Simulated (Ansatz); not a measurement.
**C₂H₆GeSe: small, medium and large basis sets**

Aim: see how fast density functionals converge with the basis set for C₂H₆GeSe.

Method: one geometry, several basis sets; program: Ansatz 0.2.0, Gaussian basis.

Plan: PBE0-D4/def2-SVP; ωB97M-V/def2-SVP; PBE0-D4/def2-QZVPP; ωB97M-V/def2-QZVPP; the functionals' def2-TZVPP values are taken from earlier runs.

### Step 1. Structure used throughout

The geometry comes from an earlier relaxation with PBE0-D4 in a triple-zeta def2 set; it is a stationary point, not always the lowest conformer.

SMILES `C[C]([GeH3])=[Se]`, 10 atoms, charge 0, spin multiplicity 1.

Atoms are counted from 1 here; the program's logs count them from 0.

Bond lengths: C1–C2 1.487 Å, C1–H5 1.090 Å, C1–H6 1.097 Å, C1–H7 1.097 Å, C2–Ge3 1.967 Å, C2–Se4 1.761 Å, Ge3–H8 1.529 Å, Ge3–H9 1.541 Å, Ge3–H10 1.541 Å. Angles: C2–C1–H5 112.2°, C2–C1–H6 110.0°, C2–C1–H7 110.0°, H5–C1–H6 109.3°, H5–C1–H7 109.3°, H6–C1–H7 105.8°, C1–C2–Ge3 116.9°, C1–C2–Se4 123.0°, Ge3–C2–Se4 120.1°, C2–Ge3–H8 109.9°, C2–Ge3–H9 108.5°, C2–Ge3–H10 108.5°, H8–Ge3–H9 110.9°, H8–Ge3–H10 110.9°, H9–Ge3–H10 108.0°.

As a file:

```xyz
10
charge 0, multiplicity 1
C    -0.8127    1.1540   -0.3945
C    -0.4313   -0.2781   -0.5159
Ge    1.0055   -0.9188    0.6644
Se   -1.2009   -1.3834   -1.6499
H    -1.6128    1.4273   -1.0830
H     0.0602    1.7919   -0.5807
H    -1.1279    1.3723    0.6334
H     1.2640   -2.4040    0.4106
H     0.5832   -0.6752    2.1263
H     2.2727   -0.0860    0.3893
```

### Step 2. PBE0-D4 in def2-SVP

in.yaml reads:

```yaml
crystal:
  periodic: [false, false, false]
  atoms:
    - {symbol: C, position_ang: [-0.812718, 1.154028, -0.394506]}
    - {symbol: C, position_ang: [-0.431343, -0.278068, -0.515869]}
    - {symbol: Ge, position_ang: [1.005527, -0.918778, 0.664369]}
    - {symbol: Se, position_ang: [-1.200928, -1.383380, -1.649890]}
    - {symbol: H, position_ang: [-1.612830, 1.427253, -1.082956]}
    - {symbol: H, position_ang: [0.060178, 1.791853, -0.580702]}
    - {symbol: H, position_ang: [-1.127858, 1.372289, 0.633351]}
    - {symbol: H, position_ang: [1.264017, -2.404013, 0.410642]}
    - {symbol: H, position_ang: [0.583207, -0.675155, 2.126297]}
    - {symbol: H, position_ang: [2.272727, -0.086039, 0.389263]}
basis:
  gaussian: {orbitals: def2-SVP}
hamiltonian: {xc: pbe0, dispersion: d4}
output: {orbitals: {seedname: orbitals}}
```

Started as:

```sh
$ ansatz run in.yaml --threads 2 --pin off --events-out ev --progress --plain --max-ram 22528MiB --backend cpu
```

After this run come: ωB97M-V in def2-SVP; PBE0-D4 in def2-QZVPP; ωB97M-V in def2-QZVPP.

Q: Predict the results of all the runs planned. Wanted: PBE0-D4: double and triple zeta above quadruple; ωB97M-V: double and triple zeta above quadruple.

The runs gave:

```
                                       quantity           value
PBE0-D4: double and triple zeta above quadruple  20.15, 2.72 eV
ωB97M-V: double and triple zeta above quadruple  20.18, 2.64 eV
```

For PBE0-D4 the step from double to triple zeta gains 17.44 eV and the next only 2.72 eV. Total energies overstate the basis error of differences, where much of it tends to cancel.
